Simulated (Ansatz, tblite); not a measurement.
# Ge(OMe)H3 (CH6GeO): a ladder of methods and basis sets

Aim: run the singlet of Ge(OMe)H3 (CH6GeO) at one geometry on many levels, and compare frontier levels, spin and run time.

Computed with Ansatz 0.2.0, Gaussian basis. Level: as each input shows.

The runs, in order: GFN1-xTB, GFN2-xTB, PBE-D4/def2-TZVP, r2SCAN-D4/def2-TZVP, ωB97X-V/def2-TZVP, ωB97M-V/def2-TZVP, LC-ωPBE/def2-TZVP, CAM-B3LYP-D4/def2-TZVP, r2SCAN0-D4/def2-TZVP, HF/def2-TZVP, B97M-V/def2-TZVP, PBE-D4/def2-SVP, PBE0-D4/def2-SVP, HF/STO-3G, HF/6-31G, B3LYP-D4/6-31G, PBE0-D4/def2-TZVPD, PBE-D4/def2-TZVPD, r2SCAN-D4/def2-TZVPD, CCSD(T)/def2-TZVPP, MP2/def2-TZVP, RPA/def2-TZVP.

**1. The relaxed structure**

The singlet was relaxed beforehand with PBE-D4/def2-TZVP.

9 atoms, charge 0, spin multiplicity 1.

Bond lengths: Ge1–O2 1.804 Å, Ge1–H7 1.553 Å, Ge1–H8 1.541 Å, Ge1–H9 1.553 Å, O2–C3 1.423 Å, C3–H4 1.107 Å, C3–H5 1.100 Å, C3–H6 1.106 Å. Angles: O2–Ge1–H7 109.0°, O2–Ge1–H8 104.3°, O2–Ge1–H9 109.0°, H7–Ge1–H8 112.3°, H7–Ge1–H9 109.7°, H8–Ge1–H9 112.3°, Ge1–O2–C3 116.5°, O2–C3–H4 112.3°, O2–C3–H5 107.6°, O2–C3–H6 112.3°, H4–C3–H5 108.1°, H4–C3–H6 108.2°, H5–C3–H6 108.1°.

PBE0-D4/def2-TZVP was run before; its log isn't repeated, and its numbers join the tables.

**2. GFN1-xTB**

Tight binding, by tblite at 300 K electronic temperature and without a spin-polarisation term:

```python
tblite.interface.Calculator('GFN1-xTB', numbers, positions, charge=0, uhf=0).singlepoint()
```

Energy -318.6107 eV, HOMO -12.48 eV, LUMO -6.34 eV; 0.005 s.

**3. GFN2-xTB**

Tight binding, by tblite at 300 K electronic temperature and without a spin-polarisation term:

```python
tblite.interface.Calculator('GFN2-xTB', numbers, positions, charge=0, uhf=0).singlepoint()
```

Energy -304.4428 eV, HOMO -11.40 eV, LUMO -3.78 eV; 0.003 s.

**4. PBE-D4/def2-TZVP**

start.molden holds the orbitals of an earlier run on this state, given as this run's starting guess.

Input file in.yaml:

```yaml
crystal:
  periodic: [false, false, false]
  atoms:
    - {symbol: Ge, position_ang: [-0.381083, 0.612565, -1.167426]}
    - {symbol: O, position_ang: [-0.341736, 0.558251, 0.635031]}
    - {symbol: C, position_ang: [0.339314, -0.544516, 1.222116]}
    - {symbol: H, position_ang: [-0.117243, -1.514155, 0.946983]}
    - {symbol: H, position_ang: [0.274468, -0.433219, 2.314724]}
    - {symbol: H, position_ang: [1.409306, -0.574003, 0.941787]}
    - {symbol: H, position_ang: [1.075916, 0.662092, -1.703300]}
    - {symbol: H, position_ang: [-1.168052, 1.896694, -1.493566]}
    - {symbol: H, position_ang: [-1.090888, -0.663709, -1.696338]}
basis:
  gaussian: {orbitals: def2-TZVP, initial_orbitals: start.molden}
hamiltonian: {xc: pbe, dispersion: d4}
scf: {omitted_lower_state_checks: [starts]}
output: {forces: true, orbitals: {seedname: orbitals}}
```

Command:

```bash
> ansatz run in.yaml --threads 4 --pin off --events-out ev --progress --plain --max-ram 3916MiB
```

The runs that follow: r2SCAN-D4/def2-TZVP; ωB97X-V/def2-TZVP; ωB97M-V/def2-TZVP; LC-ωPBE/def2-TZVP; CAM-B3LYP-D4/def2-TZVP; r2SCAN0-D4/def2-TZVP; HF/def2-TZVP; B97M-V/def2-TZVP; PBE-D4/def2-SVP; PBE0-D4/def2-SVP; HF/STO-3G; HF/6-31G; B3LYP-D4/6-31G; PBE0-D4/def2-TZVPD; PBE-D4/def2-TZVPD; r2SCAN-D4/def2-TZVPD; CCSD(T)/def2-TZVPP; MP2/def2-TZVP; RPA/def2-TZVP.

**Question.** What will the summary of the whole plan be? Wanted: gap in def2-TZVP, named functionals and Hartree-Fock, smallest and largest; correlation energy, CCSD(T)/def2-TZVPP; correlation energy, MP2/def2-TZVP; binding an atom, CCSD(T)/def2-TZVPP; PBE0 total energy, smallest basis above largest.

As calculated:

| quantity | value |
| --- | --- |
| gap in def2-TZVP, named functionals and Hartree-Fock, smallest and largest | 5.54 eV (PBE-D4), 15.01 eV (HF) |
| correlation energy, CCSD(T)/def2-TZVPP | -19.98 eV |
| correlation energy, MP2/def2-TZVP | -18.08 eV |
| binding an atom, CCSD(T)/def2-TZVPP | 3.316 eV |
| PBE0 total energy, smallest basis above largest | 10.89 eV (def2-SVP, def2-TZVPD) |

In words: Over the named functionals and Hartree-Fock in def2-TZVP the gap runs from 5.54 eV (PBE-D4) to 15.01 eV (HF); exact exchange widens it. A small miss in a minimal or small basis is a cancelling of errors, not accuracy. The functionals in def2-TZVP miss CCSD(T)/def2-TZVPP by 0.000 (r2SCAN0-D4) to +0.071 eV (PBE-D4) an atom. The reference is CCSD(T) in one finite basis, so it carries an error of its own, often a tenth of an eV or more, and near misses can't be ranked.
